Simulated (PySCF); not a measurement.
# C3H5NOSi: NMR shifts at several levels of theory

How much do the NMR shifts of C3H5NOSi (`O=CC1=N[SiH2]C1`) depend on the level of theory, and what does each level cost?

Programs: PySCF 2.14.0, with density-fitted response routines of our own. Each step states its level of theory. These are calculated values for one molecule in the gas phase, unless marked as measured. Atoms are numbered from 0 throughout.

## 1. The starting structure

11 atoms, charge 0, multiplicity 1; geometry from: PBE0-D3(BJ)/def2-SVP.

Bonds of the start (Å): O0–C1 1.20, C1–C2 1.50, C2–N3 1.29, N3–Si4 1.81, Si4–C5 1.90, C5–C2 1.52, C1–H6 1.12, Si4–H7 1.49, Si4–H8 1.49, C5–H9 1.10, C5–H10 1.10.

## 2. Shielding tensors: HF/pcSseg-2

The job: settings as JSON, then the geometry in Å.

```
{"job": {"kind": "nmr", "xc": "HF", "basis": "pcSseg-2", "pop": false}, "charge": 0, "multiplicity": 1}
O     -2.240594    -1.552524    -0.281908
C     -1.837197    -0.766134     0.532457
C     -0.505244    -0.090426     0.415672
N     -0.081673     0.735115     1.311529
Si     1.432950     0.939659     0.340225
C      0.467717    -0.297298    -0.730533
H     -2.413727    -0.472129     1.443950
H      2.667929     0.464405     1.025806
H      1.633482     2.320370    -0.184191
H      0.079125     0.028191    -1.707575
H      0.835736    -1.329881    -0.826935
```

With the program's defaults for keys left out, this is: GIAO HF/pcSseg-2 NMR shielding, non-relativistic, gas phase.

On the command line:

```sh
OMP_NUM_THREADS=1 python probes_run.py task.json out
```

One launch serves the whole session: the jobs run in the order shown.

The program printed:

```text
final grid: 94616 points
cycle   1  E = -534.6414023567  dE =  1.234e+00  |g| = 8.292e-01  |ddm| = 2.508e+00
cycle   2  E = -534.7326967118  dE = -9.129e-02  |g| = 6.898e-01  |ddm| = 9.528e-01
cycle   3  E = -534.8189753025  dE = -8.628e-02  |g| = 8.046e-02  |ddm| = 4.232e-01
cycle   4  E = -534.8220345657  dE = -3.059e-03  |g| = 2.591e-02  |ddm| = 1.404e-01
cycle   5  E = -534.8223416119  dE = -3.070e-04  |g| = 1.026e-02  |ddm| = 4.621e-02
cycle   6  E = -534.8224026132  dE = -6.100e-05  |g| = 5.538e-03  |ddm| = 2.153e-02
cycle   7  E = -534.8224174100  dE = -1.480e-05  |g| = 2.169e-03  |ddm| = 9.840e-03
cycle   8  E = -534.8224199433  dE = -2.533e-06  |g| = 4.608e-04  |ddm| = 4.393e-03
cycle   9  E = -534.8224200827  dE = -1.394e-07  |g| = 1.216e-04  |ddm| = 9.397e-04
cycle  10  E = -534.8224200917  dE = -8.943e-09  |g| = 4.254e-05  |ddm| = 2.712e-04
cycle  11  E = -534.8224200927  dE = -1.034e-09  |g| = 1.005e-05  |ddm| = 9.781e-05
cycle  12  E = -534.8224200928  dE = -6.980e-11  |g| = 4.600e-06  |ddm| = 2.508e-05
converged SCF energy = -534.8224200928

GIAO shielding tensors (ppm)
atom      isotropic    diamagn.    paramagn.     s11        s22        s33       span
  0 O     -363.132     394.943    -758.075   -970.370   -510.298    391.273   1361.643
  1 C       -5.260     247.548    -252.808   -116.509      6.758     93.969    210.477
  2 C      -11.197     254.708    -265.905   -154.276      5.878    114.807    269.083
  3 N     -206.309     324.170    -530.479   -636.004   -228.477    245.554    881.558
  4 Si     396.888     875.276    -478.388    366.783    388.236    435.645     68.863
  5 C      174.859     248.264     -73.406    160.637    169.550    194.389     33.752
  6 H       22.540      27.555      -5.015     21.674     21.712     24.233      2.559
  7 H       26.478      29.241      -2.763     24.070     24.981     30.383      6.313
  8 H       26.474      29.332      -2.858     24.071     24.970     30.383      6.312
  9 H       29.643      31.286      -1.643     26.162     28.048     34.720      8.558
 10 H       29.610      31.121      -1.511     26.121     28.010     34.700      8.580
```

It took 34 s on 1 thread of Arm Neoverse V1, shared host; peak memory 1.1 GiB.

The references, computed at this level on geometries of the same kind, shield at (ppm): 1H TMS 31.68, 13C TMS 191.5, 29Si TMS 383.0, 15N NH3 260.7, 17O H2O 326.3. Their shielding less the atom's gives the shift. The references are single molecules in the gas phase, so shifts against H2O, NH3, PH3, H3PO4 or CFCl3 are not on the usual liquid scales and can be off by tens of ppm. Atoms listed in one row are averaged.

```
  atoms                                                 environment  σ (ppm)  δ (ppm)
     C2                                                  C=N carbon    -11.2    202.7
     C1                                    aldehyde carbonyl carbon     -5.3    196.7
     C5                                        sp3 CH2 bonded to Si    174.9     16.6
     H6                     hydrogen on an aldehyde carbonyl carbon    22.54     9.14
 H7, H8  hydrogen on a silicon bonded to C, N, in a 4-membered ring    26.48     5.21
H9, H10                         hydrogen on an sp3 CH2 bonded to Si    29.63     2.06
     O0                                             aldehyde oxygen   -363.1    689.5
     N3                                              imine nitrogen   -206.3    467.1
    Si4           silicon bonded to C, N, 2 H, in a 4-membered ring    396.9    -13.9
```

Ring of atoms C2, N3, Si4, C5: NICS(0) 3.7, NICS(1) -3.3, NICS(1)zz 0.4 ppm (means of both faces). The ring holds saturated atoms, so no π current runs round it: these values come from its σ bonds, any local π bonds and neighbouring rings, and say nothing of aromaticity.

## 3. Shielding tensors: LDA/pcSseg-2

Settings changed since step 2:

```diff
@@ -1,2 +1,2 @@
-{"job": {"kind": "nmr", "xc": "HF", "basis": "pcSseg-2", "pop": false}, "charge": 0, "multiplicity": 1}
+{"job": {"kind": "nmr", "xc": "LDA", "basis": "pcSseg-2", "pop": false}, "charge": 0, "multiplicity": 1}
 O     -2.240594    -1.552524    -0.281908
```

Level: GIAO LDA/pcSseg-2 NMR shielding, non-relativistic, gas phase.

The program printed:

```text
coarse grid: 10136 points
cycle   1  E = -533.4984513141  dE =  7.575e-01  |g| = 9.208e-01  |ddm| = 2.718e+00
cycle   2  E = -532.4129600609  dE =  1.085e+00  |g| = 2.395e+00  |ddm| = 5.049e+00
cycle   3  E = -533.6375862736  dE = -1.225e+00  |g| = 3.628e-01  |ddm| = 4.419e+00
cycle   4  E = -533.6563864891  dE = -1.880e-02  |g| = 2.322e-01  |ddm| = 5.098e-01
cycle   5  E = -533.6647975672  dE = -8.411e-03  |g| = 1.254e-01  |ddm| = 2.589e-01
cycle   6  E = -533.6682169801  dE = -3.419e-03  |g| = 2.991e-02  |ddm| = 1.342e-01
cycle   7  E = -533.6684638813  dE = -2.469e-04  |g| = 4.761e-03  |ddm| = 3.793e-02
cycle   8  E = -533.6684688726  dE = -4.991e-06  |g| = 1.376e-03  |ddm| = 5.312e-03
final grid: 94616 points
cycle   9  E = -533.6661161606  dE = -5.394e-05  |g| = 4.052e-03  |ddm| = 4.285e-02
cycle  10  E = -533.6661066453  dE =  9.515e-06  |g| = 7.567e-03  |ddm| = 8.319e-03
cycle  11  E = -533.6661181807  dE = -1.154e-05  |g| = 2.465e-03  |ddm| = 6.920e-03
cycle  12  E = -533.6661195274  dE = -1.347e-06  |g| = 5.638e-04  |ddm| = 2.830e-03
cycle  13  E = -533.6661195885  dE = -6.106e-08  |g| = 2.492e-04  |ddm| = 5.724e-04
cycle  14  E = -533.6661195994  dE = -1.094e-08  |g| = 9.281e-05  |ddm| = 1.658e-04
cycle  15  E = -533.6661196010  dE = -1.617e-09  |g| = 1.824e-05  |ddm| = 9.087e-05
cycle  16  E = -533.6661196011  dE = -7.003e-11  |g| = 4.282e-06  |ddm| = 1.802e-05
converged SCF energy = -533.6661196011

GIAO shielding tensors (ppm)
atom      isotropic    diamagn.    paramagn.     s11        s22        s33       span
  0 O     -406.203     395.628    -801.831  -1101.534   -477.704    360.630   1462.164
  1 C      -29.754     246.106    -275.860   -113.433    -38.824     62.994    176.427
  2 C      -30.139     257.249    -287.388   -136.339    -36.561     82.483    218.822
  3 N     -225.023     321.503    -546.526   -679.543   -210.754    215.227    894.770
  4 Si     312.222     878.399    -566.177    267.344    290.994    378.327    110.983
  5 C      160.224     251.368     -91.144    140.148    158.620    181.904     41.756
  6 H       21.086      27.384      -6.298     19.852     21.224     22.181      2.329
  7 H       24.699      28.222      -3.523     22.529     23.739     27.828      5.300
  8 H       24.696      28.269      -3.573     22.523     23.729     27.837      5.313
  9 H       28.384      30.648      -2.264     25.063     27.413     32.677      7.613
 10 H       28.350      30.593      -2.244     25.018     27.376     32.655      7.638
```

It took 49 s on 1 thread of Arm Neoverse V1, shared host; peak memory 1.1 GiB.

This run: δ C2 210.4, C1 210.0, C5 20.1, O0 740.6, H6 9.69, H7 6.07 ppm (means over like atoms).

## 4. NMR shieldings: PBE/pcSseg-2

Settings changed since step 3:

```diff
@@ -1,2 +1,2 @@
-{"job": {"kind": "nmr", "xc": "LDA", "basis": "pcSseg-2", "pop": false}, "charge": 0, "multiplicity": 1}
+{"job": {"kind": "nmr", "xc": "PBE", "basis": "pcSseg-2", "pop": false}, "charge": 0, "multiplicity": 1}
 O     -2.240594    -1.552524    -0.281908
```

Method: GIAO PBE/pcSseg-2 NMR shielding, non-relativistic, gas phase.

The program printed:

```text
coarse grid: 10136 points
cycle   1  E = -536.2526423329  dE =  7.727e-01  |g| = 9.165e-01  |ddm| = 2.525e+00
cycle   2  E = -535.1878071950  dE =  1.065e+00  |g| = 2.376e+00  |ddm| = 5.287e+00
cycle   3  E = -536.3925154500  dE = -1.205e+00  |g| = 3.521e-01  |ddm| = 4.669e+00
cycle   4  E = -536.4104072421  dE = -1.789e-02  |g| = 2.268e-01  |ddm| = 5.054e-01
cycle   5  E = -536.4183746655  dE = -7.967e-03  |g| = 1.240e-01  |ddm| = 2.565e-01
cycle   6  E = -536.4218125856  dE = -3.438e-03  |g| = 2.669e-02  |ddm| = 1.312e-01
cycle   7  E = -536.4220082727  dE = -1.957e-04  |g| = 4.627e-03  |ddm| = 3.389e-02
cycle   8  E = -536.4220130719  dE = -4.799e-06  |g| = 1.377e-03  |ddm| = 5.375e-03
final grid: 94616 points
cycle   9  E = -536.4296667898  dE = -4.444e-05  |g| = 1.694e-02  |ddm| = 5.479e-02
cycle  10  E = -536.4292223894  dE =  4.444e-04  |g| = 4.964e-02  |ddm| = 4.583e-02
cycle  11  E = -536.4297161729  dE = -4.938e-04  |g| = 6.177e-03  |ddm| = 3.977e-02
cycle  12  E = -536.4297250613  dE = -8.888e-06  |g| = 1.365e-03  |ddm| = 7.658e-03
cycle  13  E = -536.4297253514  dE = -2.901e-07  |g| = 7.978e-04  |ddm| = 1.565e-03
cycle  14  E = -536.4297254903  dE = -1.389e-07  |g| = 1.377e-04  |ddm| = 7.528e-04
cycle  15  E = -536.4297254944  dE = -4.122e-09  |g| = 3.773e-05  |ddm| = 1.370e-04
cycle  16  E = -536.4297254947  dE = -2.976e-10  |g| = 9.665e-06  |ddm| = 4.121e-05
converged SCF energy = -536.4297254947

GIAO shielding tensors (ppm)
atom      isotropic    diamagn.    paramagn.     s11        s22        s33       span
  0 O     -377.930     395.903    -773.833  -1028.916   -460.066    355.191   1384.107
  1 C      -21.392     246.085    -267.477   -107.177    -21.946     64.946    172.123
  2 C      -24.372     258.259    -282.631   -130.890    -27.549     85.322    216.211
  3 N     -209.537     322.002    -531.539   -643.947   -197.703    213.039    856.987
  4 Si     336.234     878.116    -541.882    296.590    316.704    395.409     98.818
  5 C      159.641     250.908     -91.268    142.121    155.835    180.966     38.845
  6 H       21.541      27.266      -5.725     20.508     21.700     22.416      1.908
  7 H       25.353      28.986      -3.632     23.191     24.353     28.515      5.324
  8 H       25.350      29.057      -3.707     23.185     24.343     28.522      5.336
  9 H       28.804      31.174      -2.370     25.640     27.845     32.927      7.287
 10 H       28.770      31.055      -2.285     25.594     27.808     32.908      7.313
```

Run time: 57 s. Hardware: 1 thread of Arm Neoverse V1, shared host; peak memory 0.91 GiB.

This run: δ C2 203.8, C1 200.8, C5 19.8, O0 705.8, H6 9.64, H7 5.83 ppm (means over like atoms).

## 5. Nuclear shieldings: BLYP/pcSseg-2

Settings changed since step 4:

```diff
@@ -1,2 +1,2 @@
-{"job": {"kind": "nmr", "xc": "PBE", "basis": "pcSseg-2", "pop": false}, "charge": 0, "multiplicity": 1}
+{"job": {"kind": "nmr", "xc": "BLYP", "basis": "pcSseg-2", "pop": false}, "charge": 0, "multiplicity": 1}
 O     -2.240594    -1.552524    -0.281908
```

Method: GIAO BLYP/pcSseg-2 NMR shielding, non-relativistic, gas phase.

The program printed:

```text
coarse grid: 10136 points
cycle   1  E = -536.5909721630  dE =  7.838e-01  |g| = 9.950e-01  |ddm| = 2.500e+00
cycle   2  E = -535.3247447060  dE =  1.266e+00  |g| = 2.572e+00  |ddm| = 6.147e+00
cycle   3  E = -536.7525053096  dE = -1.428e+00  |g| = 3.824e-01  |ddm| = 5.537e+00
cycle   4  E = -536.7703268565  dE = -1.782e-02  |g| = 2.738e-01  |ddm| = 5.646e-01
cycle   5  E = -536.7823886457  dE = -1.206e-02  |g| = 1.402e-01  |ddm| = 2.958e-01
cycle   6  E = -536.7867291577  dE = -4.341e-03  |g| = 3.140e-02  |ddm| = 1.481e-01
cycle   7  E = -536.7870014387  dE = -2.723e-04  |g| = 4.987e-03  |ddm| = 4.125e-02
cycle   8  E = -536.7870068248  dE = -5.386e-06  |g| = 1.793e-03  |ddm| = 6.040e-03
final grid: 94616 points
cycle   9  E = -536.7997811997  dE = -5.663e-05  |g| = 7.904e-03  |ddm| = 5.025e-02
cycle  10  E = -536.7997251760  dE =  5.602e-05  |g| = 1.796e-02  |ddm| = 1.745e-02
cycle  11  E = -536.7997896747  dE = -6.450e-05  |g| = 5.007e-03  |ddm| = 1.507e-02
cycle  12  E = -536.7997948323  dE = -5.158e-06  |g| = 7.298e-04  |ddm| = 5.701e-03
cycle  13  E = -536.7997949162  dE = -8.388e-08  |g| = 4.768e-04  |ddm| = 9.805e-04
cycle  14  E = -536.7997949599  dE = -4.372e-08  |g| = 1.770e-04  |ddm| = 4.581e-04
cycle  15  E = -536.7997949664  dE = -6.499e-09  |g| = 4.001e-05  |ddm| = 1.555e-04
cycle  16  E = -536.7997949668  dE = -3.345e-10  |g| = 9.611e-06  |ddm| = 3.852e-05
converged SCF energy = -536.7997949668

GIAO shielding tensors (ppm)
atom      isotropic    diamagn.    paramagn.     s11        s22        s33       span
  0 O     -375.345     395.636    -770.980  -1014.266   -462.009    350.240   1364.506
  1 C      -24.935     244.241    -269.176   -111.564    -23.189     59.946    171.510
  2 C      -29.423     257.658    -287.082   -136.195    -32.593     80.518    216.713
  3 N     -214.595     321.975    -536.570   -642.471   -208.176    206.863    849.335
  4 Si     326.313     877.458    -551.145    288.825    305.372    384.742     95.917
  5 C      155.150     248.750     -93.600    138.521    150.091    176.837     38.316
  6 H       21.784      27.660      -5.876     20.785     21.873     22.694      1.909
  7 H       25.663      29.037      -3.374     23.498     24.645     28.846      5.348
  8 H       25.660      29.096      -3.437     23.492     24.635     28.852      5.361
  9 H       29.035      31.300      -2.265     26.055     28.140     32.909      6.854
 10 H       29.000      31.207      -2.207     26.009     28.104     32.888      6.879
```

Run time: 63 s. Hardware: 1 thread of Arm Neoverse V1, shared host; peak memory 0.91 GiB.

Key values: δ C2 204.4, C1 199.9, C5 19.9, O0 700.5, H6 9.59, H7 5.71 ppm (means over like atoms).

## 6. Shielding tensors: BP86/pcSseg-2

Settings changed since step 5:

```diff
@@ -1,2 +1,2 @@
-{"job": {"kind": "nmr", "xc": "BLYP", "basis": "pcSseg-2", "pop": false}, "charge": 0, "multiplicity": 1}
+{"job": {"kind": "nmr", "xc": "BP86", "basis": "pcSseg-2", "pop": false}, "charge": 0, "multiplicity": 1}
 O     -2.240594    -1.552524    -0.281908
```

Level: GIAO BP86/pcSseg-2 NMR shielding, non-relativistic, gas phase.

The program printed:

```text
coarse grid: 10136 points
cycle   1  E = -536.7159640934  dE =  7.770e-01  |g| = 9.309e-01  |ddm| = 2.518e+00
cycle   2  E = -535.6323972503  dE =  1.084e+00  |g| = 2.397e+00  |ddm| = 4.630e+00
cycle   3  E = -536.8612134307  dE = -1.229e+00  |g| = 3.464e-01  |ddm| = 4.037e+00
cycle   4  E = -536.8777230112  dE = -1.651e-02  |g| = 2.328e-01  |ddm| = 4.822e-01
cycle   5  E = -536.8863916261  dE = -8.669e-03  |g| = 1.221e-01  |ddm| = 2.471e-01
cycle   6  E = -536.8897337939  dE = -3.342e-03  |g| = 2.676e-02  |ddm| = 1.263e-01
cycle   7  E = -536.8899294187  dE = -1.956e-04  |g| = 4.595e-03  |ddm| = 3.311e-02
cycle   8  E = -536.8899341252  dE = -4.707e-06  |g| = 1.390e-03  |ddm| = 5.112e-03
final grid: 94616 points
cycle   9  E = -536.8994233551  dE = -6.408e-05  |g| = 8.144e-03  |ddm| = 5.108e-02
cycle  10  E = -536.8993340033  dE =  8.935e-05  |g| = 2.241e-02  |ddm| = 1.878e-02
cycle  11  E = -536.8994335522  dE = -9.955e-05  |g| = 3.481e-03  |ddm| = 1.702e-02
cycle  12  E = -536.8994363017  dE = -2.750e-06  |g| = 7.907e-04  |ddm| = 4.085e-03
cycle  13  E = -536.8994363739  dE = -7.219e-08  |g| = 6.019e-04  |ddm| = 1.004e-03
cycle  14  E = -536.8994364500  dE = -7.608e-08  |g| = 9.436e-05  |ddm| = 4.838e-04
cycle  15  E = -536.8994364518  dE = -1.841e-09  |g| = 3.489e-05  |ddm| = 1.048e-04
cycle  16  E = -536.8994364521  dE = -2.741e-10  |g| = 4.758e-06  |ddm| = 2.841e-05
converged SCF energy = -536.8994364521

GIAO shielding tensors (ppm)
atom      isotropic    diamagn.    paramagn.     s11        s22        s33       span
  0 O     -372.645     394.524    -767.169  -1015.852   -458.528    356.444   1372.295
  1 C      -20.626     245.979    -266.605   -106.129    -20.862     65.114    171.243
  2 C      -24.047     258.643    -282.689   -129.713    -27.177     84.750    214.463
  3 N     -207.566     320.816    -528.382   -638.137   -197.136    212.576    850.713
  4 Si     334.601     877.964    -543.364    296.283    314.183    393.336     97.053
  5 C      159.137     250.261     -91.123    141.763    155.083    180.565     38.802
  6 H       21.632      27.335      -5.703     20.602     21.777     22.518      1.916
  7 H       25.422      28.911      -3.489     23.249     24.402     28.614      5.366
  8 H       25.418      28.976      -3.558     23.243     24.391     28.621      5.378
  9 H       28.879      31.093      -2.213     25.756     27.916     32.967      7.211
 10 H       28.846      30.987      -2.141     25.710     27.879     32.948      7.237
```

Run time: 59 s. Hardware: 1 thread of Arm Neoverse V1, shared host; peak memory 0.91 GiB.

Key values: δ C2 203.2, C1 199.8, C5 20.0, O0 698.7, H6 9.60, H7 5.81 ppm (means over like atoms).

## 7. NMR shieldings: OPBE/pcSseg-2

Settings changed since step 6:

```diff
@@ -1,2 +1,2 @@
-{"job": {"kind": "nmr", "xc": "BP86", "basis": "pcSseg-2", "pop": false}, "charge": 0, "multiplicity": 1}
+{"job": {"kind": "nmr", "xc": "OPBE", "basis": "pcSseg-2", "pop": false}, "charge": 0, "multiplicity": 1}
 O     -2.240594    -1.552524    -0.281908
```

With the program's defaults for keys left out, this is: GIAO OPBE/pcSseg-2 NMR shielding, non-relativistic, gas phase.

The program printed:

```text
coarse grid: 10136 points
cycle   1  E = -536.5575773165  dE =  7.532e-01  |g| = 8.544e-01  |ddm| = 2.566e+00
cycle   2  E = -535.6424881948  dE =  9.151e-01  |g| = 2.201e+00  |ddm| = 5.304e+00
cycle   3  E = -536.6866034359  dE = -1.044e+00  |g| = 3.042e-01  |ddm| = 4.645e+00
cycle   4  E = -536.7004038811  dE = -1.380e-02  |g| = 2.020e-01  |ddm| = 4.878e-01
cycle   5  E = -536.7071076381  dE = -6.704e-03  |g| = 1.069e-01  |ddm| = 2.359e-01
cycle   6  E = -536.7097673021  dE = -2.660e-03  |g| = 2.099e-02  |ddm| = 1.131e-01
cycle   7  E = -536.7098859827  dE = -1.187e-04  |g| = 4.212e-03  |ddm| = 2.530e-02
cycle   8  E = -536.7098900077  dE = -4.025e-06  |g| = 1.230e-03  |ddm| = 5.181e-03
final grid: 94616 points
cycle   9  E = -536.7073006849  dE = -1.723e-04  |g| = 2.667e-02  |ddm| = 8.842e-02
cycle  10  E = -536.7062046849  dE =  1.096e-03  |g| = 7.818e-02  |ddm| = 7.652e-02
cycle  11  E = -536.7074268260  dE = -1.222e-03  |g| = 5.981e-03  |ddm| = 6.374e-02
cycle  12  E = -536.7074325144  dE = -5.688e-06  |g| = 3.734e-03  |ddm| = 9.597e-03
cycle  13  E = -536.7074355397  dE = -3.025e-06  |g| = 1.299e-03  |ddm| = 3.775e-03
cycle  14  E = -536.7074359226  dE = -3.829e-07  |g| = 1.420e-04  |ddm| = 1.228e-03
cycle  15  E = -536.7074359261  dE = -3.527e-09  |g| = 7.600e-05  |ddm| = 1.856e-04
cycle  16  E = -536.7074359275  dE = -1.403e-09  |g| = 8.193e-06  |ddm| = 7.418e-05
cycle  17  E = -536.7074359275  dE = -1.273e-11  |g| = 3.210e-06  |ddm| = 1.361e-05
converged SCF energy = -536.7074359275

GIAO shielding tensors (ppm)
atom      isotropic    diamagn.    paramagn.     s11        s22        s33       span
  0 O     -349.543     398.550    -748.093   -973.719   -434.286    359.376   1333.095
  1 C       -9.549     249.074    -258.623    -94.541     -8.127     74.021    168.562
  2 C      -11.945     259.809    -271.754   -117.205    -13.044     94.414    211.619
  3 N     -187.768     324.225    -511.993   -611.333   -172.120    220.148    831.480
  4 Si     366.434     879.206    -512.773    327.219    351.828    420.255     93.036
  5 C      164.220     253.770     -89.550    148.057    159.782    184.822     36.765
  6 H       21.530      26.619      -5.089     20.635     21.691     22.264      1.630
  7 H       25.477      29.636      -4.159     23.344     24.465     28.622      5.278
  8 H       25.474      29.756      -4.282     23.339     24.454     28.628      5.289
  9 H       28.763      31.522      -2.759     25.519     27.718     33.052      7.533
 10 H       28.731      31.301      -2.570     25.475     27.680     33.037      7.562
```

It took 65 s on 1 thread of Arm Neoverse V1, shared host; peak memory 0.91 GiB.

In short: δ C2 196.4, C1 194.0, C5 20.2, O0 678.8, H6 9.67, H7 5.72 ppm (means over like atoms).

(Part 1 of 2 ends here.)
